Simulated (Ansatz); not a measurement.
# ZrH+ (quintet): from Hartree-Fock to the top rungs, def2-TZVPP

The task here is to estimate one member of a computed series from the others.

Computed with Ansatz 0.2.0, Gaussian basis. Level: def2-TZVPP, core rule «outside noble gas», up to 4 orbitals frozen.

Plan: UHF; ROHF; CCSD(T) on UHF.

### What is computed

The geometry is a PBE0/def2-TZVP stationary point (not a proven minimum). No spin-orbit coupling is included. Elements past krypton take def2 core potentials.

2 atoms, charge 1, spin multiplicity 5.

Atoms are counted from 1 here; the program's logs count them from 0.

Bond lengths: Zr1–H2 2.328 Å.

Set-up of the first run:

Contents of in.yaml:

```yaml
crystal:
  periodic: [false, false, false]
  atoms:
    - {symbol: Zr, position_ang: [0.000000, 0.000000, 0.000000]}
    - {symbol: H, position_ang: [0.000000, 0.000000, 2.327800]}
basis:
  gaussian: {orbitals: def2-TZVPP}
total_charge: 1
magnetization: {spin_polarized: true, initial_magnetization: 4}
hamiltonian: {xc: hf}
output: {orbitals: {seedname: orbitals}}
```

The run is started by

```bash
$ ansatz run in.yaml --threads 1 --pin off --events-out ev --progress --plain --max-ram 2816MiB --backend cpu
```

Among the steps run: UHF; ROHF; CCSD(T) on UHF.

One of the session's tables, all rows but one given; the rest of the session is left out.

```
  method  from UCCSD(T) (kcal/mol)
    ROHF                    +16.59
     UHF                    +13.46
    UMP2                         ?
   UCCSD                     +0.18
UCCSD(T)                         0
```

Estimate the missing values for UMP2.

**Answer.** from UCCSD(T) (kcal/mol): +3.79. In the column «from UCCSD(T) (kcal/mol)» it lies between UCCSD (+0.18) and UHF (+13.46).
